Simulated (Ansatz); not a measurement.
# CoSi: the cost of one run

Computed with Ansatz 0.2.0 (DFT r2SCAN, scalar-relativistic, plane waves, PAW, unless a step's input says otherwise).

## (1) Starting point

Symmetry: P2_13, No. 198, cubic system. The conventional cell has a = 4.445 Å, b = 4.445 Å, c = 4.445 Å, α = 90.00°, β = 90.00°, γ = 90.00°. Around Co (site symmetry 3) lie 7 Si at 2.32 to 2.45 Å. Si (site symmetry 3) has 7 Co at 2.32 to 2.45 Å as nearest neighbours.

Structure file:

```cif
data_structure
_symmetry_space_group_name_H-M 'P 1'
_symmetry_Int_Tables_number 1
_cell_length_a 4.4450
_cell_length_b 4.4450
_cell_length_c 4.4450
_cell_angle_alpha 90.000
_cell_angle_beta 90.000
_cell_angle_gamma 90.000
_cell_volume 87.82
loop_
_atom_site_label
_atom_site_type_symbol
_atom_site_fract_x
_atom_site_fract_y
_atom_site_fract_z
_atom_site_occupancy
Co1 Co 0.14400 0.14400 0.14400 1
Co2 Co 0.64400 0.35600 0.85600 1
Co3 Co 0.85600 0.64400 0.35600 1
Co4 Co 0.35600 0.85600 0.64400 1
Si1 Si 0.84300 0.84300 0.84300 1
Si2 Si 0.34300 0.65700 0.15700 1
Si3 Si 0.15700 0.34300 0.65700 1
Si4 Si 0.65700 0.15700 0.34300 1
```

## (2) Relaxing the atoms: CoSi, no spin

input.yaml reads:

```yaml
crystal:
  lattice:
    - [4.445, 0.0, 0.0]
    - [0.0, 4.445, 0.0]
    - [0.0, 0.0, 4.445]
  atoms:
    - { symbol: Co, position: [0.144, 0.144, 0.144] }
    - { symbol: Co, position: [0.644, 0.356, 0.856] }
    - { symbol: Co, position: [0.856, 0.644, 0.356] }
    - { symbol: Co, position: [0.356, 0.856, 0.644] }
    - { symbol: Si, position: [0.843, 0.843, 0.843] }
    - { symbol: Si, position: [1.343, -0.343, 0.157] }
    - { symbol: Si, position: [0.157, 1.343, -0.343] }
    - { symbol: Si, position: [-0.343, 0.157, 1.343] }
scf:
  occupations: { method: fermi_dirac, width: 0.05 }
output:
  forces: true
  stress: true
  write_density: true
  write_potential: true
  elf: true
  volumetric_format: npy
hamiltonian:
  xc: r2scan
relax:
  f_tol: 0.003
kpoints:
  mp_grid: { grid: [8, 8, 8] }
```

Run with:

```
> ansatz run input.yaml --threads 8 --pin off --max-ram 16384MiB --backend cpu --events-out ev --progress --plain --runs-dir out
```

What time and memory should one allow on 8 threads of Arm Neoverse V2, shared host?

About 19 s, with a peak of 0.92 GiB.
